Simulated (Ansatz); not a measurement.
# C (Graphite): the cost of one run

Program: Ansatz 0.2.0. Level of theory: DFT PBE+D3(BJ), scalar-relativistic, plane waves, PAW. These are calculated values, not measurements.

The COD entry's cell or inner coordinates are ideal or old and differ from later refinements, so a difference from it is no clean test against experiment.

2 further runs of the same task are left out: 2 set aside as unsound or not needed.

### 1 The structure to begin with

It takes space group P6_3/mmc (No. 194, hexagonal). Conventional cell: a = 2.465 Å, b = 2.465 Å, c = 6.737 Å, α = 90.00°, β = 90.00°, γ = 120.00°. C (site symmetry -6m2) has 3 C at 1.42 Å as nearest neighbours.

Structure file:

```cif
data_structure
_symmetry_space_group_name_H-M 'P 1'
_symmetry_Int_Tables_number 1
_cell_length_a 2.4650
_cell_length_b 2.4650
_cell_length_c 6.7370
_cell_angle_alpha 90.000
_cell_angle_beta 90.000
_cell_angle_gamma 120.000
_cell_volume 35.45
loop_
_atom_site_label
_atom_site_type_symbol
_atom_site_fract_x
_atom_site_fract_y
_atom_site_fract_z
_atom_site_occupancy
C1 C 0.00000 0.00000 0.75000 1
C2 C 0.00000 0.00000 0.25000 1
C3 C 0.33333 0.66667 0.75000 1
C4 C 0.66667 0.33333 0.25000 1
```

It is the result of an earlier relaxation at this level (volume 8.86 Å³/atom; gap on the mesh: none (metal)).

### 2 Linear response at Γ

input.yaml

```yaml
crystal:
  lattice:
    - [2.4649681966, 0.0, 0.0]
    - [-1.2324840983, 2.1347250778, 0.0]
    - [0.0, 0.0, 6.7369676637]
  atoms:
    - { symbol: C, position: [0.0, 0.0, 0.75] }
    - { symbol: C, position: [0.0, 0.0, 0.25] }
    - { symbol: C, position: [0.3333333333, 0.6666666667, 0.75] }
    - { symbol: C, position: [0.6666666667, 0.3333333333, 0.25] }
basis:
  ecutwfc: 420
kpoints:
  mp_grid: { grid: [21, 21, 6] }
hamiltonian:
  xc: pbe
  dispersion: d3bj
scf:
  occupations: { method: fermi_dirac, width: 0.15 }
output:
  eigenvalues: true
phonons:
  method: dfpt
  eigenvectors: true
```

Launch:

```sh
ansatz run input.yaml --threads 1 --pin off --max-ram 2560MiB --backend cpu --events-out ev --progress --plain --runs-dir out
```

Q: Estimate wall time and peak memory on 1 thread of Intel Xeon Platinum 8375C at 2.90GHz (Ice Lake), shared host.

About 63 s, with a peak of 0.99 GiB.
